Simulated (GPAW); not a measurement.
The system is Zn4TeO3.

```
Te Zn O
1.0
     3.37098    0.00000    0.00000
     0.00000    3.64425    5.17965
     0.00000   -3.64425    5.17965
Te Zn O
1 4 3
Direct
  0.50000 0.36432 0.36432
  0.00000 0.55264 0.55264
  0.50000 0.52851 0.93788
  0.50000 0.93788 0.52851
  0.00000 0.99498 0.99498
  0.50000 0.87437 0.87437
  0.00000 0.87473 0.37256
  0.00000 0.37256 0.87473
```

The cell comes from a database or a generator and needn't be the stable form of this composition.

Program: GPAW 26.7.0. Alike in all runs: no spin polarisation; cell as given; cutoff (eV) 800; smearing fermi-dirac 0.05 eV.

Task: Order these runs on this cell by their pressure, lowest first.
A. level LDA; potentials or basis the program's PAW data sets (release 1.2.1) made for this functional, pw; k mesh 5 × 3 × 3; band path GXSRAZGYX1A1TY,ZT; band points 100; mesh quality coarse
B. level PBE; potentials or basis GPAW PAW data sets (gpaw-data 1.2.1), pw; k mesh 5 × 3 × 3; band path GXSRAZGYX1A1TY,ZT; band points 100; mesh quality coarse
C. level PBEsol; potentials or basis PAW data sets generated in the run's folder for this functional, pw; k mesh 8 × 5 × 5; mesh quality not flagged

Result: A (-9.4 GPa), C (-5.1 GPa), B (-0.7 GPa).

Caveats: some runs use coarse meshes.

Not every run made on this cell is shown here.
